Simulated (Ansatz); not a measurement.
# AlHOSe: the cost of one run

All numbers below are computed with Ansatz 0.2.0 (RKS CAM-B3LYP/def2-SVP).

### Step 1. The structure to begin with

Bond lengths: O1–Al2 1.649 Å, O1–Se3 2.084 Å, Al2–Se3 2.263 Å, Al2–H4 1.508 Å. Angles: O1–Al2–Se3 62.1°, O1–Al2–H4 145.8°, Se3–Al2–H4 152.2°, Al2–O1–Se3 73.6°, O1–Se3–Al2 44.3°.

As a file:

```xyz
4

O    -1.1557   -0.6052   -0.1655
Al    0.1175    0.4397   -0.0954
Se    0.4433   -1.6786    0.6310
H     0.5949    1.8440   -0.3701
```

### Step 2. Relaxing end A

input.yaml

```yaml
crystal:
  periodic: [false, false, false]
  atoms:
    - { symbol: O, position_ang: [-1.15566, -0.60519, -0.16546] }
    - { symbol: Al, position_ang: [0.11752, 0.43975, -0.09544] }
    - { symbol: Se, position_ang: [0.44327, -1.67858, 0.631] }
    - { symbol: H, position_ang: [0.59487, 1.84403, -0.37009] }
basis:
  gaussian: { orbitals: def2-SVP }
hamiltonian:
  xc: cam_b3lyp
relax:
  f_tol: 0.02
  max_steps: 50
```

Run with:

```bash
$ ansatz run input.yaml --threads 2 --pin off --max-ram 3072MiB --backend cpu --events-out ev --progress --plain --runs-dir out
```

What time and memory should one allow on 2 threads of Arm Neoverse V2, shared host?

About 6.4 s, with a peak of 0.15 GiB.
